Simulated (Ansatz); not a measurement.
# AlFH₄O₂ (built from SMILES [H][H].[OH][Al]([OH])[F]): search for a transition state

Is there a first-order saddle for this four-centre ligand exchange, which should form Al1–H6, F2–H5 and break Al1–F2, H5–H6, and which two structures does it connect?

The runs use Ansatz 0.2.0, Gaussian basis; PBE0-D4, def2-SVP first, then def2-TZVP.

31 further runs of the same task are left out: 31 set aside as unsound or not needed.

## Step 1: Where the work starts

The guess: 8 atoms, charge 0, spin multiplicity 1.

Atoms are counted from 1 here; the program's logs count them from 0.

Bond lengths: Al1–F2 2.109 Å, Al1–O3 1.629 Å, Al1–O4 1.628 Å, Al1–H5 1.809 Å, O3–H7 0.944 Å, O4–H8 0.943 Å. Angles: F2–Al1–O3 109.5°, F2–Al1–O4 110.4°, F2–Al1–H5 34.9°, O3–Al1–O4 134.5°, O3–Al1–H5 112.1°, O4–Al1–H5 113.1°, Al1–O3–H7 170.3°, Al1–O4–H8 177.7°.

As a file:

```
atom     x (Å)     y (Å)     z (Å)
 Al1  -0.23730  -0.05310   0.09050
  F2   1.00910   1.39430  -0.80290
  O3  -1.18690  -0.72810  -1.04740
  O4  -0.40010   0.24250   1.68280
  H5   1.42690   0.29340  -0.52850
  H6   1.64780  -0.62540  -0.25680
  H7  -1.78270  -0.97040  -1.73820
  H8  -0.47680   0.44680   2.60050
```

Distances that are to change: Al1–H6 2.00 Å, F2–H5 1.21 Å, Al1–F2 2.11 Å, H5–H6 0.98 Å.

## Step 2: Relaxing the guess with the reacting distances held

Input file hold/in.yaml:

```yaml
crystal:
  periodic: [false, false, false]
  atoms:
    - {symbol: Al, position_ang: [-0.237300, -0.053100, 0.090500]}
    - {symbol: F, position_ang: [1.009100, 1.394300, -0.802900]}
    - {symbol: O, position_ang: [-1.186900, -0.728100, -1.047400]}
    - {symbol: O, position_ang: [-0.400100, 0.242500, 1.682800]}
    - {symbol: H, position_ang: [1.426900, 0.293400, -0.528500]}
    - {symbol: H, position_ang: [1.647800, -0.625400, -0.256800]}
    - {symbol: H, position_ang: [-1.782700, -0.970400, -1.738200]}
    - {symbol: H, position_ang: [-0.476800, 0.446800, 2.600500]}
basis:
  gaussian: {orbitals: def2-SVP}
hamiltonian: {xc: pbe0, dispersion: d4}
relax: {f_tol: 0.08, max_steps: 120, escape_saddle: false, constraints: [{distance: [0, 5]}, {distance: [1, 4]}, {distance: [0, 1]}, {distance: [4, 5]}]}
```

No record of the launch command was kept for these runs.

Further steps of the session: A starting Hessian; Saddle search in the small basis; Saddle search in triple zeta; Checking the order of the point; Relaxing after a step of 0.30 Å one way along the mode; Relaxing after a step of 0.30 Å the other way along the mode.

What does the calculation give? Wanted: imaginary mode; barrier from the start side; barrier from the end side; energy of the step; pairs that change; zero-point energy at the saddle.

The runs gave:

| quantity | value |
| --- | --- |
| imaginary mode | 459i cm⁻¹ |
| barrier from the start side | 1.402 eV |
| barrier from the end side | 0.073 eV |
| energy of the step | +1.329 eV |
| pairs that change | Al1–H6 formed, F2–H5 formed, Al1–F2 loosened, H5–H6 broken |
| zero-point energy at the saddle | 1.197 eV |

What this shows: One imaginary mode, 459i cm⁻¹, makes this a first-order saddle. It joins the planned start and end. A bond meant to break is only loosened at the end: the products stay bound as an adduct. At PBE0-D4/def2-TZVP the electronic barrier is 1.402 eV, about 55 kT at 298 K, and the step runs 1.329 eV uphill. A step off the saddle overshot and began above it in energy, so the link to its end is likely but not proven.
